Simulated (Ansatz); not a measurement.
# CH7NOSi2: the cost of one run

Method: RKS PBE0/6-31G, in Ansatz 0.2.0.

### 1 The starting structure

Bond lengths: N1–C2 1.451 Å, C2–O3 1.437 Å, C2–Si4 1.842 Å, O3–Si4 1.667 Å, Si4–Si5 2.219 Å, N1–H6 0.951 Å, N1–H7 1.039 Å, C2–H8 1.124 Å, Si4–H9 1.561 Å, Si5–H10 1.492 Å, Si5–H11 1.483 Å, Si5–H12 1.448 Å. Angles (14 of 22 angles, heavy atoms first): N1–C2–O3 113.9°, N1–C2–Si4 126.0°, O3–C2–Si4 59.6°, C2–O3–Si4 72.3°, C2–Si4–O3 48.0°, C2–Si4–Si5 120.7°, O3–Si4–Si5 114.1°, N1–C2–H8 114.8°, O3–C2–H8 120.1°, Si4–C2–H8 111.8°, C2–N1–H6 114.0°, C2–N1–H7 107.1°, C2–Si4–H9 115.6°, O3–Si4–H9 103.9°.

Coordinates:

```xyz
12

N    -0.5498   -0.7102    2.3940
C     0.0863   -0.5909    1.0958
O    -0.6620   -1.1864    0.0228
Si   -0.5083    0.4398   -0.3098
Si    0.8249    0.8923   -2.0248
H    -0.2959   -1.4881    2.8788
H    -1.5696   -0.8171    2.2263
H     1.2079   -0.6698    1.1117
H    -1.9624    0.9904   -0.1743
H     0.9282    2.3710   -2.1963
H     2.1903    0.4038   -1.7142
H     0.3875    0.3099   -3.2760
```

### 2 Relaxing end A

Contents of input.yaml:

```yaml
crystal:
  periodic: [false, false, false]
  atoms:
    - { symbol: "N", position_ang: [-0.5498, -0.7102, 2.394] }
    - { symbol: C, position_ang: [0.0863, -0.5909, 1.0958] }
    - { symbol: O, position_ang: [-0.662, -1.1864, 0.0228] }
    - { symbol: Si, position_ang: [-0.5083, 0.4398, -0.3098] }
    - { symbol: Si, position_ang: [0.8249, 0.8923, -2.0248] }
    - { symbol: H, position_ang: [-0.2959, -1.4881, 2.8788] }
    - { symbol: H, position_ang: [-1.5696, -0.8171, 2.2263] }
    - { symbol: H, position_ang: [1.2079, -0.6698, 1.1117] }
    - { symbol: H, position_ang: [-1.9624, 0.9904, -0.1743] }
    - { symbol: H, position_ang: [0.9282, 2.371, -2.1963] }
    - { symbol: H, position_ang: [2.1903, 0.4038, -1.7142] }
    - { symbol: H, position_ang: [0.3875, 0.3099, -3.276] }
basis:
  gaussian: { orbitals: "6-31G" }
hamiltonian:
  xc: pbe0
relax:
  f_tol: 0.015
  max_steps: 40
```

Started as:

```bash
$ ansatz run input.yaml --threads 1 --pin off --max-ram 2048MiB --backend cpu --events-out ev --progress --plain --runs-dir out
```

What time and memory should one allow on 1 thread of AMD EPYC 9R14 (Zen 4), shared host?

About 30 s, with a peak of 0.19 GiB.
